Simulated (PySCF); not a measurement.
**CH2AlFO (SMILES [F][Al]1[CH2][O]1): a chain of runs**

We compute a structure relaxation (HF/pc-1), then the harmonic vibrations, then the energy (CCSD(T)/pcSseg-1), then quasiparticle energies (G0W0/Sapporo-DZP) of CH2AlFO. 

The results are computed with PySCF 2.14.0.

### 1 The molecule

CH2AlFO: 6 atoms, total charge 0, spin state singlet. SMILES: `[F][Al]1[CH2][O]1`. The shape comes from a force field and isn't a relaxed structure. The run starts from this shape.

Bond lengths: F1–Al2 1.838 Å, Al2–C3 1.919 Å, Al2–O4 1.846 Å, C3–O4 1.312 Å, C3–H5 1.136 Å, C3–H6 1.121 Å. Angles: F1–Al2–C3 140.5°, F1–Al2–O4 155.3°, C3–Al2–O4 40.7°, Al2–C3–O4 66.6°, Al2–O4–C3 72.6°, Al2–C3–H5 117.2°, Al2–C3–H6 119.4°, O4–C3–H5 110.2°, O4–C3–H6 115.1°, H5–C3–H6 117.3°.

### 2 A structure relaxation at HF/pc-1 (density fitting with cc-pvdz-jkfit) (run 1)

Contents of input.py:

```python
from pyscf import gto
from pyscf.geomopt.geometric_solver import kernel as optimise

molecule = gto.M(
    atom=[
    ('F', (-0.319600, -2.572200, 0.996400)),
    ('Al', (-0.225500, -1.120500, -0.127400)),
    ('C', (0.242300, 0.740700, -0.107900)),
    ('O', (-0.800300, 0.473800, -0.859000)),
    ('H', (1.118800, 1.062200, -0.754400)),
    ('H', (0.026400, 1.351900, 0.806100)),
],
    verbose=3,
    basis='pc-1',
    max_memory=1860,
)

mf = molecule.RHF()
mf = mf.density_fit(auxbasis='cc-pvdz-jkfit')
converged, mol_eq = optimise(mf, maxsteps=100)
print('converged:', converged)
print(mol_eq.tostring())

mf.reset(mol_eq)
molecule = mol_eq
mf.kernel()
e_tot = mf.e_tot
print('E(%s) = %.9f' % ('HF', e_tot))
```

Command:

```sh
OMP_NUM_THREADS=1 python input.py
```

Output:

```text
maxiter                   100
[... 58 lines left out ...]
WARN: Mole.unit (angstrom) is changed to Bohr
[... 47 lines left out ...]
converged SCF energy = -455.202466199619
[... 91 lines left out ...]
converged SCF energy = -455.208742794237
[... 91 lines left out ...]
converged SCF energy = -455.20902858607
[... 91 lines left out ...]
converged SCF energy = -455.209478215097
[... 81 lines left out ...]
Converged! =D
[... 1 line left out ...]
converged: True
F          -0.39254745       -2.59058051        0.64750688
Al         -0.19946031       -1.02421187        0.21069358
C           0.32909192        0.74634516       -0.03959856
O          -0.85297596        0.18298933       -0.75327546
H           1.10454150        1.05871183       -0.72751710
H           0.05345029        1.56264606        0.61599066
converged SCF energy = -455.209491251065
E(HF) = -455.209491251
```

It took 12 s on 1 thread of Arm Neoverse V2, shared host; peak memory 0.19 GiB.

Step by step:

```tsv
step	energy from the first frame kept (eV)	largest force (eV/Å)
0	0.0000	6.6708
1	-1.3695	2.6516
2	-1.7207	2.6581
3	-1.8698	0.7725
4	-1.8850	0.4370
5	-1.8879	0.4004
6	-1.8915	0.3211
7	-1.8930	0.2855
8	-1.8954	0.3822
9	-1.8991	0.4902
10	-1.8993	0.6743
11	-1.9073	0.4081
12	-1.9094	0.1883
13	-1.9107	0.0944
14	-1.9115	0.0459
15	-1.9117	0.0263
16	-1.9118	0.0047
17	-1.9119	0.0023
```

After the run. Bond lengths: F1–Al2 1.638 Å, Al2–C3 1.865 Å, Al2–O4 1.677 Å, C3–O4 1.491 Å, C3–H5 1.083 Å, C3–H6 1.083 Å. Angles: F1–Al2–C3 167.8°, F1–Al2–O4 142.7°, C3–Al2–O4 49.5°, Al2–C3–O4 58.7°, Al2–O4–C3 71.8°, Al2–C3–H5 124.2°, Al2–C3–H6 124.2°, O4–C3–H5 111.9°, O4–C3–H6 111.9°, H5–C3–H6 110.5°.

### 3 The harmonic vibrations at HF/pc-1 (density fitting with cc-pvdz-jkfit) (run 2)

Contents of job.py:

```python
# [F][Al]1[CH2][O]1
from pyscf import gto, symm
from pyscf.hessian import thermo

mol = gto.Mole()
mol.atom = [
    ('F', (-0.111428, -1.770674, 0.577166)),
    ('Al', (0.081659, -0.204305, 0.140353)),
    ('C', (0.610211, 1.566252, -0.109940)),
    ('O', (-0.571857, 1.002896, -0.823616)),
    ('H', (1.385760, 1.878578, -0.797903)),
    ('H', (0.334592, 2.382534, 0.545537)),
]
mol.verbose = 3
mol.basis = 'pc-1'
mol.max_memory = 1860
mol.charge = 0
mol.build()

calc0 = mol.RHF()
calc0 = calc0.density_fit(auxbasis='cc-pvdz-jkfit')
calc0.kernel()

e_tot = calc0.e_tot
print(f'total energy: {e_tot:.8f} hartree')
hess = calc0.Hessian().kernel()
modes = thermo.harmonic_analysis(mol, hess)
thermo.dump_normal_mode(mol, modes)
symm.geom.TOLERANCE = 1e-3  # for the symmetry number
th = thermo.thermo(calc0, modes['freq_au'], 500, 101325)
thermo.dump_thermo(mol, th)
```

Command:

```sh
OMP_NUM_THREADS=1 python job.py
```

Output:

```text
converged SCF energy = -455.209491239947
total energy: -455.20949124 hartree
[... 66 lines left out ...]
Gibbs free energy [Eh] -455.22571
```

It took 14 s on 1 thread of Arm Neoverse V2, shared host; peak memory 0.41 GiB.

### 4 The energy at CCSD(T)/pcSseg-1 (run 3)

Contents of run.py:

```python
from pyscf import gto, scf, cc

system = gto.M(
    atom=[
    ('F', (-0.392547, -2.590581, 0.647507)),
    ('Al', (-0.199460, -1.024212, 0.210694)),
    ('C', (0.329092, 0.746345, -0.039599)),
    ('O', (-0.852976, 0.182989, -0.753275)),
    ('H', (1.104541, 1.058712, -0.727517)),
    ('H', (0.053450, 1.562646, 0.615991)),
],
    basis='pcsseg-1',
    max_memory=1860,
    spin=0,
    verbose=4,
)

mf = scf.RHF(system)
mf.kernel()

mycc = cc.CCSD(mf, frozen=8)
mycc.kernel()
e_t = mycc.ccsd_t()
energy = mycc.e_tot + e_t
print('E(%s) = %.9f' % ('CCSD(T)', energy))
```

Command:

```sh
OMP_NUM_THREADS=1 python run.py
```

Output:

```text
PySCF version 2.14.0

[... 62 lines left out ...]
converged SCF energy = -455.237760645438
[... 12 lines left out ...]
Init t2, MP2 energy = -455.834180596381  E_corr(MP2) -0.596419950943641
[... 14 lines left out ...]
CCSD converged
[... 2 lines left out ...]
E(CCSD(T)) = -455.863242828
```

Wall time 23 s (1 thread of Arm Neoverse V2, shared host); peak memory 0.39 GiB.

### 5 Quasiparticle energies at G0W0/Sapporo-DZP (density fitting with cc-pvdz-jkfit) (run 4)

Contents of calc.py:

```python
from pyscf import gto, scf, gw

system = gto.M(
    atom='''
F     -0.392547    -2.590581     0.647507
Al    -0.199460    -1.024212     0.210694
C      0.329092     0.746345    -0.039599
O     -0.852976     0.182989    -0.753275
H      1.104541     1.058712    -0.727517
H      0.053450     1.562646     0.615991
''',
    max_memory=1860,
    verbose=4,
    basis='sapporo-dzp',
)

myscf = scf.RHF(system)
myscf = myscf.density_fit(auxbasis='cc-pvdz-jkfit')
myscf.kernel()

e_tot = myscf.e_tot
print('E = %.10f Eh' % e_tot)

nocc = system.nelec[0]
orbs = list(range(max(0, nocc - 3), min(system.nao, nocc + 3)))
mygw = gw.GW(myscf, freq_int='cd')
mygw.kernel()
print('orbital   mean field (eV)   quasiparticle (eV)')
for p in orbs:
    print('%4d %12.4f %12.4f' % (p + 1, myscf.mo_energy[p] * 27.211386, mygw.mo_energy[p] * 27.211386))
```

Command:

```sh
OMP_NUM_THREADS=1 python calc.py
```

Output:

```text
PySCF version 2.14.0

[... 63 lines left out ...]
converged SCF energy = -455.254078699889
[... 6 lines left out ...]
off-diagonal self-energy = False
[... 2 lines left out ...]
outcore for self-energy= False
[... 3 lines left out ...]
imaginary frequency cutoff = 5.0
[... 6 lines left out ...]
Computing Wmn on imaginary axis (100 points)
[... 15 lines left out ...]
  22       2.5102       2.2876
```

Run time: 8.5 min. Hardware: 1 thread of Arm Neoverse V2, shared host; peak memory 0.18 GiB.

### 6 Summary of results

| quantity | value |
| --- | --- |
| run 1, HF/pc-1: total energy at the end | -455.20949 Eh |
| run 1, HF/pc-1: dipole moment | 2.28 D |
| run 1, HF/pc-1: HOMO energy | -10.00 eV |
| run 1, HF/pc-1: LUMO energy | 1.61 eV |
| run 1, HF/pc-1: HOMO–LUMO gap | 11.61 eV |
| run 2, HF/pc-1: lowest harmonic wavenumber | 204 cm⁻¹ |
| run 2, HF/pc-1: highest harmonic wavenumber | 3323 cm⁻¹ |
| run 2, HF/pc-1: zero-point energy | 90.8 kJ/mol |
| run 2, HF/pc-1: ideal-gas entropy at 500 K (symmetry number 1 as used) | 77.6 cal/(mol K) |
| run 3, CCSD(T)/pcSseg-1: total energy | -455.86324 Eh |
| run 3, CCSD(T)/pcSseg-1: dipole moment (Hartree–Fock density) | 2.20 D |
| run 3, CCSD(T)/pcSseg-1: HOMO energy (Hartree–Fock orbitals) | -9.98 eV |
| run 3, CCSD(T)/pcSseg-1: LUMO energy (Hartree–Fock orbitals) | 1.36 eV |
| run 3, CCSD(T)/pcSseg-1: HOMO–LUMO gap (Hartree–Fock orbitals) | 11.33 eV |
| run 3, CCSD(T)/pcSseg-1: correlation energy (8 core orbitals frozen) | -625.5 mEh |
| run 3, CCSD(T)/pcSseg-1: (T) correction | -18.04 mEh |
| run 3, CCSD(T)/pcSseg-1: T1 diagnostic | 0.016 |
| run 4, G0W0/Sapporo-DZP: ground-state or mean-field energy | -455.25408 Eh |
| run 4, G0W0/Sapporo-DZP: dipole moment (Hartree–Fock density) | 1.90 D |
| run 4, G0W0/Sapporo-DZP: HOMO energy (Hartree–Fock orbitals) | -10.01 eV |
| run 4, G0W0/Sapporo-DZP: LUMO energy (Hartree–Fock orbitals) | 1.37 eV |
| run 4, G0W0/Sapporo-DZP: HOMO–LUMO gap (Hartree–Fock orbitals) | 11.37 eV |
| run 4, G0W0/Sapporo-DZP: quasiparticle HOMO | -9.52 eV |
| run 4, G0W0/Sapporo-DZP: quasiparticle LUMO | 0.78 eV |

What this shows: The optimisation (run 1, HF/pc-1) took 17 steps and changed the energy by -1.912 eV. Mulliken charges (run 1, HF/pc-1) run from -0.79 on O4 to +1.31 on Al2. All 12 modes (run 2, HF/pc-1) are real, so the shape is a minimum at this level. The triples (run 3, CCSD(T)/pcSseg-1) make up 2.9 % of the correlation energy.
